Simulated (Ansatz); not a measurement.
**GaH6NO2Si: one species, many methods**

Aim: compute GaH6NO2Si with functionals from several rungs and with coupled cluster. The yardstick is the atomisation energy at the CCSD(T) limit.

Method: functionals in def2-TZVPP, the program's frozen cores in correlated methods; program: Ansatz 0.2.0, Gaussian basis.

Levels to be run: PBE-D4, r2SCAN-D4, PBE0-D4, B3LYP-D4, ωB97X-V, ωB97M-V, B2PLYP; CCSD(T)/def2-TZVPP; MP2/def2-QZVPP; extrapolation to the limit.

## 1. The relaxed structure

All runs share one geometry, relaxed beforehand with PBE0-D4 in a triple-zeta def2 set.

11 atoms, charge 0, spin multiplicity 1.

Atoms are counted from 1 here; the program's logs count them from 0.

Bond lengths: N1–Si2 1.697 Å, N1–H6 1.009 Å, N1–H7 1.004 Å, Si2–O3 1.664 Å, Si2–H8 1.487 Å, Si2–H10 1.482 Å, O3–H9 0.959 Å, Ga4–O5 1.819 Å, O5–H11 0.966 Å. Angles: Si2–N1–H6 119.7°, Si2–N1–H7 123.0°, H6–N1–H7 114.2°, N1–Si2–O3 115.1°, N1–Si2–H8 106.1°, N1–Si2–H10 112.4°, O3–Si2–H8 110.4°, O3–Si2–H10 101.5°, H8–Si2–H10 111.4°, Si2–O3–H9 116.2°, Ga4–O5–H11 121.5°.

## 2. PBE-D4 (GGA)

Input file in.yaml:

```yaml
crystal:
  periodic: [false, false, false]
  atoms:
    - {symbol: N, position_ang: [0.135557, 0.849041, 1.213888]}
    - {symbol: Si, position_ang: [1.018155, -0.283797, 0.310133]}
    - {symbol: O, position_ang: [0.150951, -1.610138, -0.197426]}
    - {symbol: Ga, position_ang: [-1.165206, 1.338208, -2.769018]}
    - {symbol: O, position_ang: [-1.661029, 0.499903, -1.232854]}
    - {symbol: H, position_ang: [-0.724829, 1.223197, 0.842906]}
    - {symbol: H, position_ang: [0.235660, 0.954230, 2.207557]}
    - {symbol: H, position_ang: [2.153973, -0.705215, 1.172981]}
    - {symbol: H, position_ang: [-0.185201, -2.185725, 0.492272]}
    - {symbol: H, position_ang: [1.494280, 0.269396, -0.979133]}
    - {symbol: H, position_ang: [-1.386910, -0.406000, -1.040605]}
basis:
  gaussian: {orbitals: def2-TZVPP}
hamiltonian: {xc: pbe, dispersion: d4}
output: {forces: true, orbitals: {seedname: orbitals}}
```

On the command line:

```sh
$ ansatz run in.yaml --threads 4 --pin off --events-out ev --progress --plain --max-ram 10444MiB
```

Further steps of the session: r2SCAN-D4 (meta-GGA); PBE0-D4 (hybrid); B3LYP-D4 (hybrid); ωB97X-V (range-separated); ωB97M-V (range-separated); B2PLYP (double hybrid); CCSD(T) in def2-TZVPP; MP2 in def2-QZVPP.

**Question.** What will the summary of the whole plan be? Wanted: atomisation energy, CCSD(T)/CBS; farthest; mean size of error, hybrid; mean size of error, range-separated; gap, smallest and largest; T1 diagnostic; triples share of the correlation energy.

As calculated:

```
                               quantity                                value
        atomisation energy, CCSD(T)/CBS                        3738.7 kJ/mol
 functionals within 37.4 kJ/mol (1.0 %)   PBE-D4, B3LYP-D4, ωB97X-V, ωB97M-V
                               farthest               PBE0-D4 (-83.4 kJ/mol)
             mean size of error, hybrid                          55.2 kJ/mol
    mean size of error, range-separated                          15.1 kJ/mol
              gap, smallest and largest  4.05 eV (PBE-D4), 9.95 eV (ωB97X-V)
                          T1 diagnostic                               0.0139
triples share of the correlation energy                                3.6 %
```

What this shows: PBE-D4 is off by +9.5 kJ/mol. Double hybrids carry the basis error of their MP2 part in triple zeta, and no dispersion term here, so their miss is partly the set-up's. The reference freezes the cores and leaves out relativity and excitations past (T), and its outer-core shells are covered unevenly, so misses under about 37.4 kJ/mol can't be ranked. Hartree-Fock recovers 68 % of the binding; the rest is correlation. Orbital gaps span 4.0 to 9.9 eV; exact exchange widens them. Correlated methods include outer-core shells of Ga, which these sets cover unevenly.
